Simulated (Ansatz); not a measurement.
# C2H9AlOSi: how energies converge with the basis set

Aim: see how fast density functionals converge with the basis set for C2H9AlOSi.

Computed with Ansatz 0.2.0, Gaussian basis. Level: one geometry, several basis sets.

The runs, in order: PBE0-D4/def2-SVP; ωB97M-V/def2-SVP; PBE0-D4/def2-QZVPP; ωB97M-V/def2-QZVPP; the functionals' def2-TZVPP values are taken from earlier runs.

**1. The relaxed structure**

All runs share one geometry, relaxed beforehand with PBE0-D4 in a triple-zeta def2 set.

14 atoms, charge 0, spin multiplicity 1.

Atoms are counted from 1 here; the program's logs count them from 0.

Bond lengths: C1–Si2 1.886 Å, C1–H6 1.092 Å, C1–H7 1.092 Å, C1–H8 1.092 Å, Si2–Al3 2.464 Å, Si2–H9 1.497 Å, Si2–H10 1.496 Å, Al3–C4 1.947 Å, Al3–O5 1.704 Å, C4–H11 1.095 Å, C4–H12 1.093 Å, C4–H13 1.095 Å, O5–H14 0.956 Å. Angles: Si2–C1–H6 110.9°, Si2–C1–H7 110.8°, Si2–C1–H8 111.0°, H6–C1–H7 107.8°, H6–C1–H8 108.1°, H7–C1–H8 108.1°, C1–Si2–Al3 113.9°, C1–Si2–H9 108.7°, C1–Si2–H10 108.9°, Al3–Si2–H9 109.6°, Al3–Si2–H10 110.2°, H9–Si2–H10 105.2°, Si2–Al3–C4 124.7°, Si2–Al3–O5 119.0°, C4–Al3–O5 116.3°, Al3–C4–H11 111.1°, Al3–C4–H12 111.8°, Al3–C4–H13 111.1° and more.

As a file:

```
C    -1.5339   -0.3311    1.7501
Si    0.3102   -0.0242    1.5038
Al    0.9691    0.2514   -0.8541
C    -0.2064   -0.0546   -2.3752
O     2.5620    0.7364   -1.2156
H    -2.1220    0.5072    1.3698
H    -1.8520   -1.2306    1.2183
H    -1.7711   -0.4600    2.8083
H     1.0712   -1.1623    2.1081
H     0.7112    1.1800    2.2960
H    -0.5903   -1.0802   -2.3777
H     0.3051    0.1183   -3.3252
H    -1.0813    0.6030   -2.3360
H     3.2153    0.9176   -0.5420
```

**2. PBE0-D4 in def2-SVP**

The input, in.yaml:

```yaml
crystal:
  periodic: [false, false, false]
  atoms:
    - {symbol: C, position_ang: [-1.533897, -0.331087, 1.750147]}
    - {symbol: Si, position_ang: [0.310156, -0.024169, 1.503811]}
    - {symbol: Al, position_ang: [0.969052, 0.251369, -0.854063]}
    - {symbol: C, position_ang: [-0.206394, -0.054624, -2.375210]}
    - {symbol: O, position_ang: [2.561976, 0.736420, -1.215614]}
    - {symbol: H, position_ang: [-2.121975, 0.507180, 1.369836]}
    - {symbol: H, position_ang: [-1.852027, -1.230565, 1.218283]}
    - {symbol: H, position_ang: [-1.771055, -0.460018, 2.808319]}
    - {symbol: H, position_ang: [1.071234, -1.162300, 2.108140]}
    - {symbol: H, position_ang: [0.711206, 1.179983, 2.296033]}
    - {symbol: H, position_ang: [-0.590349, -1.080238, -2.377713]}
    - {symbol: H, position_ang: [0.305100, 0.118255, -3.325175]}
    - {symbol: H, position_ang: [-1.081266, 0.603013, -2.335989]}
    - {symbol: H, position_ang: [3.215338, 0.917581, -0.542006]}
basis:
  gaussian: {orbitals: def2-SVP}
hamiltonian: {xc: pbe0, dispersion: d4}
output: {orbitals: {seedname: orbitals}}
```

On the command line:

```sh
> ansatz run in.yaml --threads 4 --pin off --events-out ev --progress --plain --max-ram 10444MiB
```

Further steps of the session: ωB97M-V in def2-SVP; PBE0-D4 in def2-QZVPP; ωB97M-V in def2-QZVPP.

Before running them: what should the planned runs give, taken together? Wanted: PBE0-D4: double and triple zeta above quadruple; ωB97M-V: double and triple zeta above quadruple.

As calculated:

```
                                       quantity           value
PBE0-D4: double and triple zeta above quadruple  10.90, 0.73 eV
ωB97M-V: double and triple zeta above quadruple  11.12, 0.70 eV
```

What this shows: For PBE0-D4 the step from double to triple zeta gains 10.18 eV and the next only 0.73 eV. Total energies overstate the basis error of differences, where much of it tends to cancel.
